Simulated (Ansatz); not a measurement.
# Mg (Magnesium): the cost of one run

Computed with the Python package of Ansatz 0.2.0. Level of theory: DFT PBEsol, plane waves, PAW.

### 1 The structure

The structure is hexagonal, space group P6_3/mmc (No. 194). The conventional cell has a = 3.209 Å, b = 3.209 Å, c = 5.210 Å, α = 90.00°, β = 90.00°, γ = 120.00°. Mg (site symmetry -6m2) is surrounded by 12 Mg at 3.20 to 3.21 Å.

The script holds or builds the structure itself.

### 2 The code

File mg_slab.py:

```python
import warnings

import ansatz as az
from ase import Atoms
from ase.build import surface
import numpy as np

warnings.simplefilter('ignore', az.DeckWarning)

atoms = Atoms(
    ['Mg', 'Mg'],
    scaled_positions=[
        [1 / 3, 2 / 3, 0.25],
        [2 / 3, 1 / 3, 0.75],
    ],
    cell=[
        [3.2093, 0.0, 0.0],
        [-1.60465, 2.77933533, 0.0],
        [0.0, 0.0, 5.2103],
    ],
    pbc=True,
)
slab = surface(atoms, (0, 0, 1), 2, vacuum=6.0)
slab.pbc = True

print(slab.get_chemical_formula(), 'area {:.3f} A^2, cell height {:.2f} A'.format(np.linalg.norm(np.cross(slab.cell[0], slab.cell[1])), slab.cell[2, 2]))


def settings(structure):
    return (
        az.Crystal.from_ase(structure).calculation()
        .functional('pbesol')
        .basis(38 * az.Ry)
        .occupations('cold', width=0.1)
    )


calc = settings(slab).kpoints(7, 7, 1).electric_field(axis=3, dipole_correction=True).potential().forces()
done = calc.run(threads=1)
rep = done.report

print(f'slab free energy {rep["free_energy_ev"]:.4f} eV, Fermi level {rep["fermi_energy_ev"]:.3f} eV')
face = rep['work_function']
print('work function (eV), upper and lower face:', *(round(face[k], 3) for k in ('phi_plus_ev', 'phi_minus_ev') if face.get(k) is not None))
print(f'dipole {face["dipole_moment_e_ang"]:+.4f} e A')

bulk = settings(atoms).kpoints(9, 9, 5).run(threads=1).report
excess = rep['free_energy_ev'] - bulk['free_energy_ev'] * len(slab) / len(atoms)
area = np.linalg.norm(np.cross(slab.cell[0], slab.cell[1]))
print(f'mean surface energy {excess / (2 * area) * 16.02177:.3f} J/m^2 ({1000 * excess / (2 * area):.1f} meV/A^2)')

print('z (A) and force along z (eV/A)')
for site, force in sorted(zip(done.lattice.sites, rep['forces_ev_ang']), key=lambda pair: pair[0].position_ang[2]):
    print(f'{site.symbol:3s} {site.position_ang[2]:8.3f} {force[2]:9.4f}')
```

### 3 What the engine is handed

The package turns the script's settings into the engine's input (first run):

```yaml
crystal:
  lattice:
    - [3.2093, 0.0, 0.0]
    - [-1.60465, 2.7793353299999994, 0.0]
    - [0.0, -0.0, 19.81545]
  atoms:
    - { symbol: Mg, position: [0.3333333333333334, 0.6666666666666669, 0.30279403192963067] }
    - { symbol: Mg, position: [0.6666666666666666, 0.3333333333333334, 0.43426467730987683] }
    - { symbol: Mg, position: [0.3333333333333334, 0.6666666666666669, 0.5657353226901232] }
    - { symbol: Mg, position: [0.6666666666666666, 0.3333333333333334, 0.6972059680703693] }
basis:
  ecutwfc: 517.016338673772
kpoints:
  mp_grid:
    grid: [7, 7, 1]
hamiltonian:
  xc: pbesol
efield:
  axis: 3
  dipole_correction: true
scf:
  occupations:
    method: cold
    width: 0.1
output:
  write_potential: true
  forces: true
```

### 4 The run

Launch:

```
$ python mg_slab.py
```

**Question.** How long does this script take on 1 thread of Intel Xeon 6975P-C (Granite Rapids), shared host, and how much memory does it need?

About 3.7 s, with a peak of 0.51 GiB.
